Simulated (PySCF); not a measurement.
**Si²⁺: excitation energies in aug-cc-pwCVTZ**

Aim: the excitation energy of silicon from differences of total energies, at each level of theory, and how far each lands from the tabulated value where there is one.

Program: PySCF 2.14.0. Level of theory: unrestricted determinants in a Gaussian basis, no spin-orbit coupling in the energies. These are calculated values, not measurements, unless marked.

## Step 1: What is computed

* Element: silicon (Z = 14)
* Basis: aug-cc-pwCVTZ (8s7p5d3f, 75 functions)
* Hamiltonian: no relativity, point nucleus
* State 1: Si²⁺: [Ne] 3p2, high-spin 3P determinant (an excited configuration)
* State 2: Si²⁺: [Ne] 3s1 3p1, high-spin 3P determinant (an excited configuration)
* Needed too, but not shown: Si²⁺ [Ne] 3s2 (1S)
* Methods: CCSD(T)
* Core shells frozen in the correlated runs: valence: [Ne] (for Si²⁺)

The outer shells:

Si2+ [Ne] 3p2
```
[Ne] core
3p [↑ ][↑ ][  ]
```

Si2+ [Ne] 3s1 3p1
```
[Ne] core
3s [↑ ]
3p [↑ ][  ][  ]
```

One driver process ran all states and methods and kept the integrals in memory. Each run is shown as a PySCF script that sums up its settings (the driver passes frozen orbitals as a list and adds second-order terms of double hybrids); the logs are those of the runs themselves. The driver starts from symmetry-adapted Hartree-Fock orbitals, holds the occupation by maximum overlap and uses a logarithmic radial grid for functionals, so a plain start would take other cycles.

The integrals over 75 functions and the set-up took 0.34 s of CPU time.

## Step 2: Si²⁺ [Ne] 3p2, at CCSD(T) (valence)

**CCSD(T) (valence)**

Input file input.py:

```python
from pyscf import gto, scf, dft, mp, cc
import basis_set_exchange as bse
mol = gto.M(atom="Si 0 0 0", charge=2, spin=2, symmetry="D2h",
            basis=gto.basis.parse(bse.get_basis("aug-cc-pwCVTZ", elements=["Si"], fmt="nwchem")))
mf = scf.UHF(mol)
mf.irrep_nelec = {'Ag': (2, 2), 'B1u': (2, 1), 'B2u': (2, 1), 'B3u': (1, 1)}
mf.kernel()
mycc = cc.CCSD(mf, frozen=5).run()
mycc.ccsd_t()
```

## Step 3: Si²⁺ [Ne] 3s1 3p1, at CCSD(T) (valence)

**CCSD(T) (valence)**

input.py, as its differences from that of step 2:

```diff
@@ -5,3 +5,3 @@
 mf = scf.UHF(mol)
-mf.irrep_nelec = {'Ag': (2, 2), 'B1u': (2, 1), 'B2u': (2, 1), 'B3u': (1, 1)}
+mf.irrep_nelec = {'Ag': (3, 2), 'B1u': (1, 1), 'B2u': (2, 1), 'B3u': (1, 1)}
 mf.kernel()
```

Q: Predict the outcome of this session.

**Answer**, as computed:

| quantity | value |
| --- | --- |
| excitation energy, Si²⁺ → [Ne] 3p2 | UHF 14.953, FCI (valence) 15.895 eV |
| excitation energy, Si²⁺ → [Ne] 3s1 3p1 | UHF 5.282, FCI (valence) 6.376 eV |

Each level's miss (mean over 2 differences):

```csv
method,mean absolute miss against FCI (valence) (eV)
UHF,1.018
MP2 (valence),0.269
SCS-MP2 (valence),0.058
CCSD (valence),0.000
CCSD(T) (valence),0.000
CCSDT (valence),0.000
FCI (valence),0.000
```

In words: For the first difference the methods span 0.994 eV, from UHF (14.953) to SCS-MP2 (valence) (15.947). No reference value is at hand in this session. The basis is finite, and no extrapolation was made.
